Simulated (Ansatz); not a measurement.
# Cl2H5NO2Si2: one species, many methods

An exercise on one series of results from a longer session: the logs are not shown, and one member is left open.

Method: functionals in def2-TZVPP, the program's frozen cores in correlated methods; program: Ansatz 0.2.0, Gaussian basis.

The runs, in order: PBE-D4, r2SCAN-D4, PBE0-D4, B3LYP-D4, ωB97X-V, ωB97M-V, B2PLYP; CCSD(T)/def2-TZVPP; MP2/def2-QZVPP; extrapolation to the limit.

**The geometry**

The geometry comes from an earlier relaxation with PBE0-D4 in a triple-zeta def2 set; it is a stationary point, not always the lowest conformer.

12 atoms, charge 0, spin multiplicity 1.

Atoms are counted from 1 here; the program's logs count them from 0.

Bond lengths: O1–Si2 1.630 Å, O1–H8 0.958 Å, Si2–O3 1.637 Å, Si2–N4 1.718 Å, Si2–H9 1.483 Å, O3–H10 0.960 Å, N4–Si5 1.700 Å, N4–H11 1.010 Å, Si5–Cl6 2.060 Å, Si5–Cl7 2.043 Å, Si5–H12 1.470 Å. Angles: Si2–O1–H8 118.1°, O1–Si2–O3 108.9°, O1–Si2–N4 108.2°, O1–Si2–H9 110.1°, O3–Si2–N4 107.4°, O3–Si2–H9 111.4°, N4–Si2–H9 110.8°, Si2–O3–H10 118.2°, Si2–N4–Si5 125.9°, Si2–N4–H11 118.4°, Si5–N4–H11 115.7°, N4–Si5–Cl6 111.2°, N4–Si5–Cl7 107.6°, N4–Si5–H12 114.7°, Cl6–Si5–Cl7 108.2°, Cl6–Si5–H12 105.8°, Cl7–Si5–H12 109.1°.

Set-up of the first run:

Input file in.yaml:

```yaml
crystal:
  periodic: [false, false, false]
  atoms:
    - {symbol: O, position_ang: [-0.819151, 1.481130, -1.771990]}
    - {symbol: Si, position_ang: [-1.028680, 0.443240, -0.533267]}
    - {symbol: O, position_ang: [-0.972643, 1.278879, 0.872874]}
    - {symbol: N, position_ang: [0.290185, -0.658291, -0.527873]}
    - {symbol: Si, position_ang: [1.485865, -0.774648, 0.674736]}
    - {symbol: Cl, position_ang: [0.668793, -1.301757, 2.491287]}
    - {symbol: Cl, position_ang: [2.788522, -2.244237, 0.109923]}
    - {symbol: H, position_ang: [-1.519008, 2.108453, -1.958544]}
    - {symbol: H, position_ang: [-2.316523, -0.276524, -0.684117]}
    - {symbol: H, position_ang: [-1.169116, 0.810673, 1.687177]}
    - {symbol: H, position_ang: [0.355408, -1.332273, -1.277637]}
    - {symbol: H, position_ang: [2.236338, 0.465354, 0.917441]}
basis:
  gaussian: {orbitals: def2-TZVPP}
hamiltonian: {xc: pbe, dispersion: d4}
output: {forces: true, orbitals: {seedname: orbitals}}
```

Started as:

```
$ ansatz run in.yaml --threads 2 --pin off --events-out ev --progress --plain --max-ram 32768MiB --backend cuda --devices 0, --max-vram 18GiB
```

Among the steps run: PBE-D4 (GGA); r2SCAN-D4 (meta-GGA); PBE0-D4 (hybrid); B3LYP-D4 (hybrid); ωB97X-V (range-separated); ωB97M-V (range-separated); B2PLYP (double hybrid); CCSD(T) in def2-TZVPP; MP2 in def2-QZVPP.

One table of the session follows, with a row left open; its other results are not shown here.

```
            method  atomisation energy (kJ/mol)
            PBE-D4                       4505.2
         r2SCAN-D4                       4469.3
           PBE0-D4                       4422.8
          B3LYP-D4                       4432.0
           ωB97X-V                       4488.6
           ωB97M-V                       4493.4
            B2PLYP                            ?
     HF/def2-TZVPP                       3167.9
    MP2/def2-TZVPP                       4458.6
   CCSD/def2-TZVPP                       4251.7
CCSD(T)/def2-TZVPP                       4327.1
           MP2/CBS                       4620.4
       CCSD(T)/CBS                       4489.0
```

Q: Estimate the row for B2PLYP from the others.

As computed: atomisation energy (kJ/mol): 4393.6. In the column «atomisation energy (kJ/mol)» it lies between CCSD(T)/def2-TZVPP (4327.1) and PBE0-D4 (4422.8).

Limits of these values: Free atoms (2 O, 2 Si, 1 N, 2 Cl, 5 H) were run apart at each level; the atomisation energy is their sum less the molecule, without zero-point or spin-orbit terms.
